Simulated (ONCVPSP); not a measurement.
# Co: the cost of one run

The numbers are computed with ONCVPSP 4.0.1.1 (patched build) (PBEsol, scalar-relativistic, spin-unpolarised reference atom).

## 1. Starting point

The settings as typed:

```
element                 : cobalt (Co, Z = 27)
type                    : optimised norm-conserving Vanderbilt (ONCV)
frozen core             : [Ar]
valence charge          : 9
reference configuration : 3d8 4s1
partial waves           : 4s: rc 2.25 bohr, ncon 4, nbas 8, qcut 3.7 1/bohr, 3 projectors, debl 3 Ha; p scattering state at 0.14 Ha: rc 2.40 bohr, ncon 5, nbas 10, qcut 3.8 1/bohr, 1 projector; 3d: rc 1.30 bohr, ncon 4, nbas 9, qcut 13.7 1/bohr, 3 projectors, debl 2.1 Ha
local potential         : polynomial inside 1.20 bohr (lpopt 5, dvloc0 1 Ha)
core correction         : Teter function, fcfact 2.75, rcfact 1.35
```

## 2. Generation

File Co.dat:

```
# ATOM AND REFERENCE CONFIGURATION
# atsym  z   nc   nv     iexc    psfile
  Co 27.00    5    2  -116133      upf
#
#   n    l    f
    1    0    2.00
    2    0    2.00
    2    1    6.00
    3    0    2.00
    3    1    6.00
    3    2    8.00
    4    0    1.00
#
# PSEUDOPOTENTIAL AND OPTIMIZATION
# lmax
    2
#
#   l,   rc,      ep,       ncon, nbas, qcut
    0    2.25    0.00    4    8    3.70
    1    2.40    0.14    5   10    3.80
    2    1.30    0.00    4    9   13.70
#
# LOCAL POTENTIAL
# lloc, lpopt,  rc(5),   dvloc0
    4    5    1.20    1.00
#
# VANDERBILT-KLEINMAN-BYLANDER PROJECTORs
# l, nproj, debl
    0    3    3.00
    1    1    0.60
    2    3    2.10
#
# MODEL CORE CHARGE
# icmod, fcfact, rcfact
    3    2.75    1.35
#
# LOG DERIVATIVE ANALYSIS
# epsh1, epsh2, depsh
   -2.00    5.00    0.02
#
# OUTPUT GRID
# rlmax, drl
    6.00    0.01
#
# TEST CONFIGURATIONS
# ncnf
    4
# nvcnf
#   n    l    f
    2
    3    2    7.00
    4    0    2.00
#
    2
    3    2    7.00
    4    0    1.00
#
    2
    3    2    7.00
    4    0    0.00
#
    3
    3    2    7.00
    4    0    0.00
    4    1    2.00
#
```

Command:

```bash
oncvpsp.x < Co.dat > Co.out
```

**Question.** How long does this run take on 1 thread of Neoverse-N1, shared host?

About 7.3 s.
